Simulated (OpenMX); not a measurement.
A run of OpenMX 3.8.5 is set up as follows.

File AgRh.dat:

```
System.CurrrentDirectory             ./
System.Name                          AgRh
DATA.PATH                            ./DFT_DATA13
level.of.stdout                      1
level.of.fileout                     1
Species.Number                       2
<Definition.of.Atomic.Species
  Ag  Ag7.0-s3p2d2           Ag_PBE13
  Rh  Rh7.0-s3p2d2           Rh_PBE13
Definition.of.Atomic.Species>

Atoms.Number                         2
Atoms.SpeciesAndCoordinates.Unit     FRAC
<Atoms.SpeciesAndCoordinates
    1  Ag    0.0000000000    0.0000000000    0.5000000000   8.500  8.500
    2  Rh    0.6666666667    0.3333333333    0.0000000000   7.500  7.500
Atoms.SpeciesAndCoordinates>

Atoms.UnitVectors.Unit               Ang
<Atoms.UnitVectors
     2.6617182511    0.0000000000    0.0000000000
    -1.3308591255    2.3051156231    0.0000000000
     0.0000000000    0.0000000000    4.6080062215
Atoms.UnitVectors>

scf.XcType                           GGA-PBE
scf.SpinPolarization                 off
scf.ElectronicTemperature            580.226
scf.energycutoff                     400.0
scf.maxIter                          100
scf.EigenvalueSolver                 band
scf.Kgrid                            9 9 5
scf.Mixing.Type                      rmm-diisk
scf.Init.Mixing.Weight               0.05
scf.Min.Mixing.Weight                0.001
scf.Max.Mixing.Weight                0.3
scf.Mixing.History                   25
scf.Mixing.StartPulay                8
scf.criterion                        1.0e-8
scf.stress.tensor                    on
MD.Type                              nomd
```

Potentials or basis: OpenMX 2013 PBE set, Ag7.0-s3p2d2, Rh7.0-s3p2d2, grid cutoff 400 Ry.

Run with:

```sh
$ openmx AgRh.dat -nt 1 > AgRh.std
```

Predict the band gap on the k mesh.

none (metal or under the smearing width).

Estimate the Mulliken charges.

Ag +0.05; Rh -0.05 e.

Estimate the pressure.

31.6 GPa.

Forces in eV/Å, atoms in the order of the input:
```
Ag   0.002  0.002  0.000
Rh  -0.002 -0.002  0.000
```

Caveat: the basis of atomic orbitals isn't converged, which shifts pressures, moduli and gaps.
